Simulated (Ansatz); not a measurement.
# Y3GaC: the cost of one run

All numbers are computed with Ansatz 0.2.0 through its Python package. Level of theory: DFT PBEsol, plane waves, PAW.

## Step 1: Starting point

It takes space group Pm-3m (No. 221, cubic). The conventional cell has a = 4.854 Å, b = 4.854 Å, c = 4.854 Å, α = 90.00°, β = 90.00°, γ = 90.00°. Y (site symmetry 4/mmm) has 2 C at 2.43 Å as nearest neighbours. Ga (site symmetry m-3m) has 12 Y at 3.43 Å as nearest neighbours. C (site symmetry m-3m) has 6 Y at 2.43 Å as nearest neighbours.

No structure file is read: the coordinates are typed or built in the script.

## Step 2: Script

run_md.py reads:

```python
# -*- coding: utf-8 -*-
"""Short molecular dynamics of Y3GaC."""

import warnings

import ansatz as az
from ase import Atoms
from ase.neighborlist import neighbor_list
import numpy as np
from pymatgen.core import Lattice, Structure
from pymatgen.io.ase import AseAtomsAdaptor

warnings.simplefilter("ignore", az.DeckWarning)

pmg_structure = Structure(
    Lattice([[4.854286, 0.0, 0.0], [0.0, 4.854286, 0.0], [0.0, 0.0, 4.854286]]),
    ["Y", "Y", "Y", "Ga", "C"],
    [
        [0.5, 0.0, 0.5],
        [0.5, 0.5, 0.0],
        [0.0, 0.5, 0.5],
        [0.0, 0.0, 0.0],
        [0.5, 0.5, 0.5],
    ],
)
structure = az.Crystal.from_ase(AseAtomsAdaptor.get_atoms(pmg_structure))

# a small cell and a short run: a test of the set-up, no statistics
setup = (
    structure.supercell(2, 1, 1).calculation()
    .functional(az.Functional.PBESOL)
    .basis(18 * az.Ha)
    .kpoints(spacing=1.1)
    .occupations("Fermi-Dirac", width=0.1)
    .md("nvt_langevin", timestep=1.0, steps=20, temperature=500, friction=0.005, initial_velocities="maxwell_boltzmann", seed=742)
)
steps = []


def follow(event):
    if event["event"] != "md_step":
        return
    row = event["data"]
    steps.append(row)
    print(f"t = {row['time_fs']:6.1f} fs  E_pot = {row['lagrangian_ev']:.4f} eV  E_kin = {row['e_kin_ev']:.4f} eV  T = {row['temperature_k']:7.1f} K")


done = setup.session().plan(threads=1).execute(on_event=follow)
summary = done.report

temperature = np.array([s["temperature_k"] for s in steps])
print(f"mean temperature of the second half {temperature[len(steps) // 2 :].mean():.1f} K")

symbols = [site.symbol for site in done.lattice.sites]
pairs = np.concatenate([neighbor_list("d", Atoms(symbols, positions=s["positions_ang"], cell=done.lattice.cell_ang, pbc=True), 4.5) for s in steps[len(steps) // 2 :]])
counts, edges = np.histogram(pairs, bins=np.arange(0.5, 4.51, 0.25))
for low, count in zip(edges, counts / (len(symbols) * len(steps[len(steps) // 2 :]))):
    print(f"{low:4.2f}-{low + 0.25:4.2f} A  {count:6.2f} neighbours an atom")

print("last positions (A) and velocities (A/fs)")
for site, xyz, vel in zip(done.lattice.sites, steps[-1]["positions_ang"], steps[-1]["velocities_ang_fs"]):
    print(f"{site.symbol:2s}", " ".join(f"{v:8.4f}" for v in xyz), " ", " ".join(f"{v:9.5f}" for v in vel))
```

## Step 3: Launch

Run with:

```bash
$ python run_md.py
```

**Question.** How long does this script take on 1 thread of Arm Neoverse V1, shared host, and how much memory does it need?

About 73 s, with a peak of 0.66 GiB.
